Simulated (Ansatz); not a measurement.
**CH₃ClMoO₂S: basis-set convergence**

How large a basis does CH₃ClMoO₂S need? Two functionals are run in growing sets.

Computed with Ansatz 0.2.0, Gaussian basis. Level: one geometry, several basis sets.

Levels to be run: PBE0-D4/def2-SVP; ωB97M-V/def2-SVP; PBE0-D4/def2-QZVPP; ωB97M-V/def2-QZVPP; the functionals' def2-TZVPP values are taken from earlier runs.

### 1 The relaxed structure

The geometry comes from an earlier relaxation with PBE0-D4 in a triple-zeta def2 set; it is a stationary point, not always the lowest conformer. Mo takes the def2 core potential; no spin-orbit term is included.

SMILES `C[O][Mo](=[O])(=[S])[Cl]`, 9 atoms, charge 0, spin multiplicity 1.

Atoms are counted from 1 here; the program's logs count them from 0.

Bond lengths: C1–O2 1.409 Å, C1–H7 1.093 Å, C1–H8 1.092 Å, C1–H9 1.093 Å, O2–Mo3 1.828 Å, Mo3–O4 1.667 Å, Mo3–S5 2.106 Å, Mo3–Cl6 2.254 Å. Angles: O2–C1–H7 108.8°, O2–C1–H8 108.7°, O2–C1–H9 110.5°, H7–C1–H8 109.3°, H7–C1–H9 109.5°, H8–C1–H9 110.0°, C1–O2–Mo3 139.5°, O2–Mo3–O4 109.4°, O2–Mo3–S5 108.1°, O2–Mo3–Cl6 110.7°, O4–Mo3–S5 108.9°, O4–Mo3–Cl6 110.1°, S5–Mo3–Cl6 109.6°.

Geometry (Å):

```
C    -1.01413    1.04367    0.60907
O    -0.00059    0.63425   -0.27967
Mo    0.94585   -0.86868   -0.71279
O     1.01897   -1.01839   -2.37139
S    -0.07270   -2.53297    0.07970
Cl    3.02620   -0.77657    0.14911
H    -0.58040    1.72031    1.34912
H    -1.78381    1.57252    0.04332
H    -1.45078    0.17966    1.11643
```

### 2 PBE0-D4 in def2-SVP

Input file in.yaml:

```yaml
crystal:
  periodic: [false, false, false]
  atoms:
    - {symbol: C, position_ang: [-1.014129, 1.043670, 0.609072]}
    - {symbol: O, position_ang: [-0.000592, 0.634248, -0.279670]}
    - {symbol: Mo, position_ang: [0.945852, -0.868683, -0.712790]}
    - {symbol: O, position_ang: [1.018968, -1.018386, -2.371390]}
    - {symbol: S, position_ang: [-0.072699, -2.532968, 0.079700]}
    - {symbol: Cl, position_ang: [3.026196, -0.776567, 0.149115]}
    - {symbol: H, position_ang: [-0.580403, 1.720307, 1.349118]}
    - {symbol: H, position_ang: [-1.783811, 1.572523, 0.043322]}
    - {symbol: H, position_ang: [-1.450783, 0.179655, 1.116425]}
basis:
  gaussian: {orbitals: def2-SVP}
hamiltonian: {xc: pbe0, dispersion: d4}
output: {orbitals: {seedname: orbitals}}
```

Started as:

```console
$ ansatz run in.yaml --threads 4 --pin off --events-out ev --progress --plain --max-ram 11315MiB
```

After this run come: ωB97M-V in def2-SVP; PBE0-D4 in def2-QZVPP; ωB97M-V in def2-QZVPP.

Before running them: what should the planned runs give, taken together? Wanted: PBE0-D4: double and triple zeta above quadruple; ωB97M-V: double and triple zeta above quadruple.

The runs gave:

| quantity | value |
| --- | --- |
| PBE0-D4: double and triple zeta above quadruple | 15.99, 1.09 eV |
| ωB97M-V: double and triple zeta above quadruple | 16.03, 1.04 eV |

In words: For PBE0-D4 the step from double to triple zeta gains 14.90 eV and the next only 1.09 eV. Total energies overstate the basis error of differences, where much of it tends to cancel.
